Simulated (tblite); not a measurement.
# SiC3 at GFN2-xTB (tblite): moving one setting at a time

Which settings matter? One reference run, then one change at a time; some changes are unwise on purpose.

Method: GFN2-xTB (tblite), atoms fixed, no spin polarisation, in tblite 0.8.0.

## (1) The structure to begin with

It takes space group P-4m2 (No. 115, tetragonal). Conventional cell: a = 2.796 Å, b = 2.796 Å, c = 4.090 Å, α = 90.00°, β = 90.00°, γ = 90.00°. Around C (site symmetry 2mm) lie 2 C at 1.65 Å and 2 Si at 1.82 Å. Around C (site symmetry -4m2) lie 4 C at 1.65 Å. Si (site symmetry -4m2) is surrounded by 4 C at 1.82 Å.

Structure file:

```
C Si
1.0
     2.79640    0.00000    0.00000
     0.00000    2.79640    0.00000
     0.00000    0.00000    4.09004
C Si
3 1
Cartesian
  1.3982 0.0000 3.2159
  1.3982 1.3982 0.0000
  0.0000 1.3982 0.8742
  0.0000 0.0000 2.0450
```

The structure type (ordered alloy on diamond lattice) is imposed and need not be the compound's stable one.

## (2) The reference run

run.py reads:

```python
import json
from ase import Atoms
from ase.build import make_supercell
from ase.units import Bohr, GPa, Hartree
from tblite.interface import Calculator

atoms = Atoms(['C', 'C', 'C', 'Si'],
              cell=[[2.79640069, 0.0, 0.0], [0.0, 2.79640069, 0.0], [0.0, 0.0, 4.09004361]],
              scaled_positions=[[0.5, 0.0, 0.786268976], [0.5, 0.5, 0.0], [0.0, 0.5, 0.213731024], [0.0, 0.0, 0.5]],
              pbc=True)
cluster = make_supercell(atoms, [[3, 0, 0], [0, 3, 0], [0, 0, 2]])
calc = Calculator('GFN2-xTB', cluster.numbers, cluster.positions / Bohr, lattice=cluster.cell[:] / Bohr, periodic=cluster.pbc)
calc.set('temperature', 0.02 / Hartree)
calc.set('max-iter', 150)
res = calc.singlepoint()
levels = res.get('orbital-energies') * Hartree
nv = round(res.get('orbital-occupations').sum() / 2)
cells = len(cluster) // len(atoms)
out = {'energy_per_cell': res.get('energy') * Hartree / cells, 'homo': levels[nv - 1], 'lumo': levels[nv],
       'stress': (-res.get('virial') * Hartree / cluster.get_volume() / GPa).tolist(), 'charges': res.get('charges')[:len(atoms)].tolist(), 'electrons': 2 * nv / cells}
json.dump(out, open('results.json', 'w'))
for key, value in out.items():
    print(key, value)
```

Command:

```sh
python run.py
```

The program printed:

```text
------------------------------------------------------------
  cycle        total energy    energy error   density error
------------------------------------------------------------
      1     -139.2984893184  -1.4138253E+02   2.8318798E-01
      2     -142.3538127519  -3.0553234E+00   3.8274029E-01
      3     -145.7238920694  -3.3700793E+00   2.4777003E-01
      4     -145.1264025338   5.9748954E-01   1.2665151E-01
      5     -146.0507226017  -9.2432007E-01   3.3618926E-02
      6     -146.1000023853  -4.9279784E-02   1.3834339E-02
      7     -146.0987957218   1.2066636E-03   5.8041585E-03
      8     -146.1011796384  -2.3839167E-03   1.4011140E-03
      9     -146.1012195162  -3.9877771E-05   3.5539222E-04
     10     -146.1012208329  -1.3167505E-06   2.1949311E-04
     11     -146.1012231746  -2.3416823E-06   4.2852823E-05
     12     -146.1012231839  -9.3255608E-09   1.4014622E-05
------------------------------------------------------------

 total:                                   9.098 sec
energy_per_cell -220.86759903836722
homo -9.139229527180447
lumo -6.68762840646108
stress [[-11.166196790418299, -3.9696790998020826e-07, -7.58653917413611e-08], [-3.9696790999302117e-07, -11.166196687513823, 6.098491291515941e-07], [-7.586539330272728e-08, 6.098491281670978e-07, 2.4488810834957246]]
charges [-0.2067110883991825, -0.016206537175159408, -0.2067086300682599, 0.42963542720888154]
electrons 16.0
```

It took 9.8 s on 1 thread of Intel Xeon Platinum 8375C at 2.90GHz (Ice Lake), shared host; peak memory 0.11 GiB.

Gap 2.45 eV; pressure -6.6 GPa. The 72 atoms of the cluster fold only a few k-points onto the zone centre, so gap and energy may not be converged in the cluster's size.

## (3) Change: mixer-damping = 0.7

run.py, as its differences from that of step 2:

```diff
@@ -14,2 +14,3 @@
 calc.set('max-iter', 150)
+calc.set('mixer-damping', 0.7)
 res = calc.singlepoint()
```

Command:

```sh
python run.py
```

The program printed:

```text
------------------------------------------------------------
  cycle        total energy    energy error   density error
------------------------------------------------------------
      1     -139.2984893184  -1.4138253E+02   2.8318798E-01
      2     -109.2396315621   3.0058858E+01   8.0783930E-01
      3     -140.9864013793  -3.1746770E+01   3.5742769E-01
      4     -136.3987730943   4.5876283E+00   3.8790410E-01
      5     -144.8003656717  -8.4015926E+00   1.3317997E-01
      6     -145.9505492769  -1.1501836E+00   4.4580540E-02
      7     -146.0962459915  -1.4569671E-01   7.9744263E-03
      8     -146.1010731694  -4.8271779E-03   1.8808614E-03
      9     -146.1009701384   1.0303098E-04   2.0323040E-03
     10     -146.1012173376  -2.4719918E-04   4.0696677E-04
     11     -146.1012218348  -4.4972138E-06   2.1869956E-04
     12     -146.1012220445  -2.0964586E-07   1.3372672E-04
     13     -146.1012227951  -7.5064173E-07   7.9761594E-05
     14     -146.1012231521  -3.5695601E-07   2.4910823E-05
     15     -146.1012231836  -3.1522916E-08   6.0983338E-06
------------------------------------------------------------

 total:                                   9.471 sec
energy_per_cell -220.86759903784977
homo -9.139229564434983
lumo -6.687678302868274
stress [[-11.165495874929208, -3.9682498732908306e-07, -7.806380609481197e-08], [-3.9682498734841325e-07, -11.16548027556292, 6.119337562225523e-07], [-7.806380763451084e-08, 6.11933755225624e-07, 2.449795625240911]]
charges [-0.20669914852799964, -0.01621384580531826, -0.20669733982869376, 0.42959132592034843]
electrons 16.0
```

Run time: 10 s. Hardware: 1 thread of Intel Xeon Platinum 8375C at 2.90GHz (Ice Lake), shared host; peak memory 0.11 GiB.

Against the reference run the gap moves by 0.00 eV and the energy by 0.0 meV/atom.

## (4) Change: accuracy = 10.0

run.py, as its differences from that of step 3:

```diff
@@ -14,3 +14,3 @@
 calc.set('max-iter', 150)
-calc.set('mixer-damping', 0.7)
+calc.set('accuracy', 10.0)
 res = calc.singlepoint()
```

Command:

```sh
python run.py
```

The program printed:

```text
------------------------------------------------------------
  cycle        total energy    energy error   density error
------------------------------------------------------------
      1     -139.2985014074  -1.4138254E+02   2.8318849E-01
      2     -142.3538294773  -3.0553281E+00   3.8274019E-01
      3     -145.7238987639  -3.3700693E+00   2.4777003E-01
      4     -145.1264199774   5.9747879E-01   1.2664986E-01
      5     -146.0507282217  -9.2430824E-01   3.3618541E-02
      6     -146.1000071031  -4.9278881E-02   1.3834110E-02
      7     -146.0988003989   1.2067042E-03   5.8041192E-03
      8     -146.1011842920  -2.3838931E-03   1.4010670E-03
      9     -146.1012241692  -3.9877174E-05   3.5537470E-04
     10     -146.1012254858  -1.3165699E-06   2.1948655E-04
     11     -146.1012278274  -2.3415959E-06   4.2851415E-05
------------------------------------------------------------

 total:                                   8.689 sec
energy_per_cell -220.86760605804574
homo -9.139231765662343
lumo -6.6876080740004955
stress [[-11.167382250133022, -3.969123159929264e-07, -7.583619525823211e-08], [-3.9691231600952426e-07, -11.167379302512078, 6.099467464076873e-07], [-7.583619680162841e-08, 6.099467454112909e-07, 2.4480736391006697]]
charges [-0.20671069420211152, -0.01625354709773008, -0.20672009188190832, 0.4296657240200842]
electrons 16.0
```

Wall time 9.3 s (1 thread of Intel Xeon Platinum 8375C at 2.90GHz (Ice Lake), shared host); peak memory 0.11 GiB.

Against the reference run the gap moves by 0.00 eV and the energy by 0.0 meV/atom.

## (5) Change: accuracy = 0.01

run.py, as its differences from that of step 4:

```diff
@@ -14,3 +14,3 @@
 calc.set('max-iter', 150)
-calc.set('accuracy', 10.0)
+calc.set('accuracy', 0.01)
 res = calc.singlepoint()
```

Command:

```sh
python run.py
```

The program printed:

```text
------------------------------------------------------------
  cycle        total energy    energy error   density error
------------------------------------------------------------
      1     -139.2984893184  -1.4138253E+02   2.8318798E-01
      2     -142.3538127519  -3.0553234E+00   3.8274029E-01
      3     -145.7238920694  -3.3700793E+00   2.4777003E-01
      4     -145.1264025338   5.9748954E-01   1.2665151E-01
      5     -146.0507226017  -9.2432007E-01   3.3618926E-02
      6     -146.1000023853  -4.9279784E-02   1.3834339E-02
      7     -146.0987957218   1.2066636E-03   5.8041585E-03
      8     -146.1011796384  -2.3839167E-03   1.4011140E-03
      9     -146.1012195162  -3.9877771E-05   3.5539222E-04
     10     -146.1012208329  -1.3167505E-06   2.1949311E-04
     11     -146.1012231746  -2.3416823E-06   4.2852823E-05
     12     -146.1012231839  -9.3255608E-09   1.4014622E-05
     13     -146.1012231859  -1.9329320E-09   3.7896675E-06
     14     -146.1012231861  -2.6048497E-10   4.6857347E-07
     15     -146.1012231861  -5.6559202E-12   1.8783836E-07
------------------------------------------------------------

 total:                                   9.434 sec
energy_per_cell -220.86759904169165
homo -9.139234798602322
lumo -6.687653334590874
stress [[-11.165831240921156, -3.96892816751867e-07, -7.586630577072624e-08], [-3.968928167713126e-07, -11.165830936780816, 6.097938909811128e-07], [-7.58663073283281e-08, 6.097938899781876e-07, 2.4491330305380226]]
charges [-0.20670264801579896, -0.016215882480129507, -0.2067026057354644, 0.4296205554259555]
electrons 16.0
```

Run time: 10 s. Hardware: 1 thread of Intel Xeon Platinum 8375C at 2.90GHz (Ice Lake), shared host; peak memory 0.11 GiB.

Against the reference run the gap moves by 0.00 eV and the energy by 0.0 meV/atom.

## (6) Change: charge = -2.0

run.py, as its differences from that of step 5:

```diff
@@ -11,6 +11,5 @@
 cluster = make_supercell(atoms, [[3, 0, 0], [0, 3, 0], [0, 0, 2]])
-calc = Calculator('GFN2-xTB', cluster.numbers, cluster.positions / Bohr, lattice=cluster.cell[:] / Bohr, periodic=cluster.pbc)
+calc = Calculator('GFN2-xTB', cluster.numbers, cluster.positions / Bohr, lattice=cluster.cell[:] / Bohr, charge=-2.0, periodic=cluster.pbc)
 calc.set('temperature', 0.02 / Hartree)
 calc.set('max-iter', 150)
-calc.set('accuracy', 0.01)
 res = calc.singlepoint()
```

Command:

```sh
python run.py
```

The program printed:

```text
------------------------------------------------------------
  cycle        total energy    energy error   density error
------------------------------------------------------------
      1     -139.3609364577  -1.4144497E+02   2.8689171E-01
      2     -142.3411346126  -2.9801982E+00   3.8592983E-01
      3     -146.1171025380  -3.7759679E+00   2.4088075E-01
      4     -145.9023858485   2.1471669E-01   1.1231224E-01
      5     -146.4701198006  -5.6773395E-01   3.5161864E-02
      6     -146.5163250658  -4.6205265E-02   1.6901864E-02
      7     -146.5182203679  -1.8953020E-03   7.0803686E-03
      8     -146.5214431368  -3.2227689E-03   1.0044272E-03
      9     -146.5214783578  -3.5221066E-05   3.6502130E-04
     10     -146.5214789227  -5.6484123E-07   3.2352801E-04
     11     -146.5214830629  -4.1401944E-06   1.1483318E-04
     12     -146.5214837435  -6.8065566E-07   1.4414435E-05
------------------------------------------------------------

 total:                                   9.036 sec
energy_per_cell -221.50292527823024
homo -4.658562741985227
lumo -4.658559199837142
stress [[-10.322183372503632, -4.5427904106013164e-07, 2.8837740489176634e-08], [-4.542790410654323e-07, -10.322181462205466, 6.314274253036648e-07], [2.883773891497272e-08, 6.314274243227552e-07, 5.720727297245858]]
charges [-0.23433014795456542, -0.037712419119251495, -0.2343296346553032, 0.39526219874143814]
electrons 16.11111111111111
```

Wall time 9.7 s (1 thread of Intel Xeon Platinum 8375C at 2.90GHz (Ice Lake), shared host); peak memory 0.11 GiB.

A charged periodic cell is another system, so nothing is compared.

## (7) Change: cluster = 1x1x1

run.py, as its differences from that of step 6:

```diff
@@ -10,4 +10,4 @@
               pbc=True)
-cluster = make_supercell(atoms, [[3, 0, 0], [0, 3, 0], [0, 0, 2]])
-calc = Calculator('GFN2-xTB', cluster.numbers, cluster.positions / Bohr, lattice=cluster.cell[:] / Bohr, charge=-2.0, periodic=cluster.pbc)
+cluster = make_supercell(atoms, [[1, 0, 0], [0, 1, 0], [0, 0, 1]])
+calc = Calculator('GFN2-xTB', cluster.numbers, cluster.positions / Bohr, lattice=cluster.cell[:] / Bohr, periodic=cluster.pbc)
 calc.set('temperature', 0.02 / Hartree)
```

Command:

```sh
python run.py
```

The program printed:

```text
------------------------------------------------------------
  cycle        total energy    energy error   density error
------------------------------------------------------------
      1     -7.346126285367  -7.4619061E+00   3.5044574E-01
      2     -7.476509456031  -1.3038317E-01   3.2627504E-01
      3     -7.727684145666  -2.5117469E-01   1.6657554E-01
      4     -7.578587131440   1.4909701E-01   2.2753364E-01
      5     -7.741957410578  -1.6337028E-01   5.7834119E-02
      6     -7.734587940063   7.3694705E-03   4.9567192E-02
      7     -7.736095265381  -1.5073253E-03   4.5610136E-02
      8     -7.742374255019  -6.2789896E-03   1.4083029E-02
      9     -7.743208378883  -8.3412386E-04   1.8363983E-03
     10     -7.743211718496  -3.3396126E-06   1.3565583E-03
     11     -7.743219397226  -7.6787306E-06   5.7981592E-05
     12     -7.743219396948   2.7846436E-10   2.1910320E-05
     13     -7.743219398851  -1.9030848E-09   1.2899225E-06
------------------------------------------------------------

 total:                                   0.637 sec
energy_per_cell -210.70373213349936
homo -10.023820086240935
lumo -6.651500669744009
stress [[32.178337364616695, -2.821970364120975e-07, -5.653991041580387e-07], [-2.821970364231673e-07, 32.178326109705345, 8.341079472136757e-07], [-5.653991002692119e-07, 8.341079472584056e-07, 75.43423329099312]]
charges [-0.17627172145272296, 0.02217369772622635, -0.17627241338017385, 0.33037043710667235]
electrons 16.0
```

Run time: 1.2 s. Hardware: 1 thread of Intel Xeon Platinum 8375C at 2.90GHz (Ice Lake), shared host; peak memory 0.091 GiB.

Against the reference run the gap moves by +0.92 eV and the energy by +2541.0 meV/atom. One cell at the zone centre alone can't describe the crystal.

## (8) Results

| change | ends | gap (eV) | energy (meV/atom) | pressure (GPa) | time |
| --- | --- | --- | --- | --- | --- |
| none | converged | 2.45 | 0 | -6.6 | 9.8 s |
| mixer-damping = 0.7 | converged | 0.00 | 0.0 | 0.0 | 10 s |
| accuracy = 10.0 | converged | 0.00 | 0.0 | 0.0 | 9.3 s |
| accuracy = 0.01 | converged | 0.00 | 0.0 | 0.0 | 10 s |
| charge = -2.0 | converged | – | – | – | 9.7 s |
| cluster = 1x1x1 | converged | +0.92 | +2541.0 | +53.2 | 1.2 s |

The first row holds values, the others changes from it. Keys are the program's: temperature in eV (tblite) or K (CP2K), cutoffs in Ry, CUTOFP in Å. Among the numerical settings, cluster = 1x1x1 moves the energy most (+2541.0 meV/atom). The changed runs test settings; they are no properties of the crystal.
